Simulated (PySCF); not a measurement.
# CoH17N5S ([Co(H2S)(NH3)5]3+): the cost of one run

Computed with PySCF 2.14.0 and routines of our own; the level stands in each step. Atoms count from 0.

## 1. The starting structure

24 atoms, charge 3, states of the metal's open shell are computed; geometry from: GFN2-xTB, shaken.

## 2. Optimising the geometry at B3LYP-D3(BJ)/def2-SVP

Job settings and geometry (Å):

```
{"job": {"xc": "B3LYP", "basis": "def2-SVP", "d3": "d3bj", "grid": 1, "maxiter": 40, "kind": "geom"}, "charge": 3, "metal": "Co", "open_shell": "d6"}
Co     0.002390     0.057550     0.034580
S     -0.007180     0.049840     2.482320
H     -1.002920    -0.739230     2.747200
H      0.908050    -0.862180     2.756060
N      0.005440     0.036370    -1.918120
H      0.829520    -0.437550    -2.325330
H     -0.029670     0.965600    -2.358610
H     -0.809020    -0.445900    -2.315020
N      1.953100     0.087820     0.000760
H      2.409780    -0.817140    -0.000600
H      2.290850     0.536190     0.864250
H      2.340640     0.636870    -0.748650
N     -1.946270     0.113320     0.026820
H     -2.418930    -0.803930     0.028530
H     -2.362750     0.603610    -0.739130
H     -2.330700     0.598690     0.859430
N     -0.002030     2.031720     0.076540
H      0.015300     2.352160     1.033180
H     -0.816110     2.453220    -0.352890
H      0.817550     2.461710    -0.403900
N      0.004170    -1.903290     0.040480
H     -0.829400    -2.319630     0.494270
H      0.815990    -2.290650     0.499380
H      0.002200    -2.304170    -0.923710
```

Launch:

```console
$ OMP_NUM_THREADS=1 python lf_run.py task.json out
```

This one command runs all jobs of the session in turn.

**Question.** How long does this first job take on 1 thread of Arm Neoverse V2, shared host, and how much memory does it need?

About 7.8 min, with a peak of 0.88 GiB.
